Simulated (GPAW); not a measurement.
Wanted: an ASE script for a GPAW 26.7.0 run.

```
Task                : equation of state
Functional          : PBEsol
Potentials or basis : PAW data sets generated in the run's folder for this functional
Cutoff              : 600 eV
Basis               : pw
k mesh              : 7 × 7 × 7
Occupations         : fermi-dirac, width 0.05 eV
Spin                : collinear spin, ferromagnetic start
Starting moments    : [0.0, 0.0, 0.0, 1.0] μB
Maxiter             : 150
Eos scales          : [0.94, 0.96, 0.98, 1.0, 1.02, 1.04, 1.06]
```

Crystal: NiAu3.

```
CELL_PARAMETERS angstrom
4.02817 0.00000 0.00000
0.00000 4.02817 0.00000
0.00000 0.00000 4.02817
ATOMIC_POSITIONS crystal
Au 0.50000 0.50000 0.00000
Au 0.00000 0.50000 0.50000
Au 0.50000 0.00000 0.50000
Ni 0.00000 0.00000 0.00000
```

The cell comes from a database or a generator and needn't be the stable form of this composition.

One way to write it, as run:

run.py

```python
from ase import Atoms
from ase.eos import EquationOfState
from ase.io import Trajectory
from ase.units import GPa
from gpaw import GPAW, PW, setup_paths

setup_paths.insert(0, '.')

atoms = Atoms(['Au', 'Au', 'Au', 'Ni'],
              cell=[[4.028168, 0.0, 0.0],
                    [0.0, 4.028168, 0.0],
                    [0.0, 0.0, 4.028168]],
              scaled_positions=[[0.5, 0.5, 0.0],
                                [0.0, 0.5, 0.5],
                                [0.5, 0.0, 0.5],
                                [0.0, 0.0, 0.0]],
              pbc=True)
atoms.set_initial_magnetic_moments([0.0, 0.0, 0.0, 1.0])

traj = Trajectory('eos.traj', 'w')
volumes, energies = [], []
for x in [0.94, 0.96, 0.98, 1.0, 1.02, 1.04, 1.06]:
    a = atoms.copy()
    a.set_cell(atoms.cell * x**(1 / 3), scale_atoms=True)
    calc = GPAW(mode=PW(600),
                xc='PBEsol',
                kpts={'size': (7, 7, 7), 'gamma': True},
                occupations={'name': 'fermi-dirac', 'width': 0.05},
                nbands=45,
                convergence={'density': 1e-05, 'energy': 1e-05},
                maxiter=150,
                txt=f'eos-{x:.2f}.txt')
    a.calc = calc
    energies.append(a.get_potential_energy(force_consistent=True))
    volumes.append(a.get_volume())
    p = -a.get_stress()[:3].mean() / GPa
    calc.write(f'eos-{x:.2f}.gpw')
    traj.write(a)
    print(f'{x:.2f} {volumes[-1]:10.4f} A^3 {energies[-1]:14.6f} eV {p:9.3f} GPa', flush=True)

v0, e0, B = EquationOfState(volumes, energies, eos='birchmurnaghan').fit()
print(f'V0 = {v0:.4f} A^3, E0 = {e0:.6f} eV, B0 = {B / GPa:.2f} GPa')
```

Potentials or basis: PAW data sets generated in the run's folder for this functional, pw.

The run is started by

```sh
$ gpaw-setup -f PBEsol Au Ni
$ OMP_NUM_THREADS=1 python run.py
```

It gave:

The equilibrium volume is 15.67 Å³/atom and the bulk modulus is 183 GPa. The pressure derivative of the bulk modulus is 5.8.

Caveat: with this Au data set, volumes or pressures lay over 1.5 % or 2 GPa off other programs in two to four cells of ten; the stock nickel data set gives pressures a few GPa off other programs.

It took 16 min on 1 thread of Arm Neoverse V1, on a shared host, peak memory 0.4 GiB.
